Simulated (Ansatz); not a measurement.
## MnPbO3, space group Pm-3m: a scan of the Hubbard U, step by step

Program: the Ansatz DFT code, driven from Python.

The cells in order, each with its output:

```python
import warnings

import ansatz as az
from ase import Atoms
import numpy as np
```

```python
SETTINGS = {
    'xc': 'r2scan',
    'k_density': 3.4,
}


def count_gap(report):
    # lowest empty less highest filled band, counting bands; zero where they overlap
    return max(report.get('gap_by_band_count_ev') or 0.0, 0.0)
```

```python
warnings.simplefilter('ignore', az.DeckWarning)
```

```python
atoms = Atoms(
    ['Mn', 'Pb', 'O', 'O', 'O'],
    scaled_positions=[
        (0.5, 0.5, 0.5),
        (0.0, 0.0, 0.0),
        (0.0, 0.5, 0.5),
        (0.5, 0.0, 0.5),
        (0.5, 0.5, 0.0),
    ],
    cell=[
        (3.914633, 0.0, 0.0),
        (0.0, 3.914633, 0.0),
        (0.0, 0.0, 3.914633),
    ],
    pbc=True,
)
atoms.set_initial_magnetic_moments([4, 0.0, 0.0, 0.0, 0.0])
structure = az.Crystal.from_ase(atoms)
```

```python
len(structure.resolved().sites)
```

    5

```python
calc = (
    structure.calculation()
    .functional(SETTINGS['xc'])
    .basis(39 * az.Ry)
    .kpoints(density=SETTINGS['k_density'])
    .occupations(az.OccupationsMethod.FERMI_DIRAC, width=50 * az.meV)
    .spin('collinear')
    .band_table()
)
rows = []
for u in [0.0, 2.0, 4.0, 6.0]:
    report = calc.hubbard('Mn', 'd', u_eff=u).run().report
    shell = report['hubbard']['n_scf']
    rows.append((u, count_gap(report), sum(shell) / len(shell), max(abs(m) for m in report['site_moments_mub']), report['n_iterations']))
lines = [','.join(['U_eff eV', 'gap by band count eV', 'Mn d occupation (projector)', 'largest moment muB', 'iterations'])] + [','.join(f'{v:.4f}' if isinstance(v, float) else str(v) for v in row) for row in rows]
print('\n'.join(lines))
with open('plus_u.csv', 'w') as handle:
    handle.write('\n'.join(lines) + '\n')
print('eigenvalues of the first occupation matrix at the last U, by spin:')
for channel in report['hubbard']['n_eig'][0]:
    print('  ', ' '.join(f'{n:.3f}' for n in channel))
```

    U_eff eV,gap by band count eV,Mn d occupation (projector),largest moment muB,iterations
    0.0000,0.0000,5.0156,2.7697,18
    2.0000,0.0000,4.9800,3.0733,20
    4.0000,0.0000,4.9610,3.3098,17
    6.0000,0.0000,4.9519,3.4805,18
    eigenvalues of the first occupation matrix at the last U, by spin:
       0.737 0.737 0.992 0.992 0.992
       0.058 0.058 0.058 0.164 0.164

From U = 0 to 6 eV the largest site moment goes from 2.77 to 3.48 μB.

Other magnetic orders than the one started from may lie lower. The mesh is modest for a metal, so energies can be off by several to tens of meV an atom and pressures by half a GPa or more; differences at equal mesh fare better. A gap by band count of zero or less means overlapping bands, a metal. With one magnetic atom the cell can hold only ferromagnetic order. r2SCAN tends to overestimate the moments of itinerant magnets. This cell is a computed structure, which may not be the phase found in nature. Gaps and levels are Kohn-Sham values on a finite set of k-points, without spin-orbit coupling. Shell occupations and the effect of U depend on the projectors; a run with no .spin step is spin-unpolarised, and each U may end in a state that isn't the lowest. The script silences the warnings on its input, which a real study should read. The whole script took 6 min on 1 thread of Intel(R) Xeon(R) Platinum 8375C CPU @ 2.90GHz (Ice Lake), on a shared host, peak memory 0.99 GiB.

(Lines on the test bed's own set-up are left out of the output.)
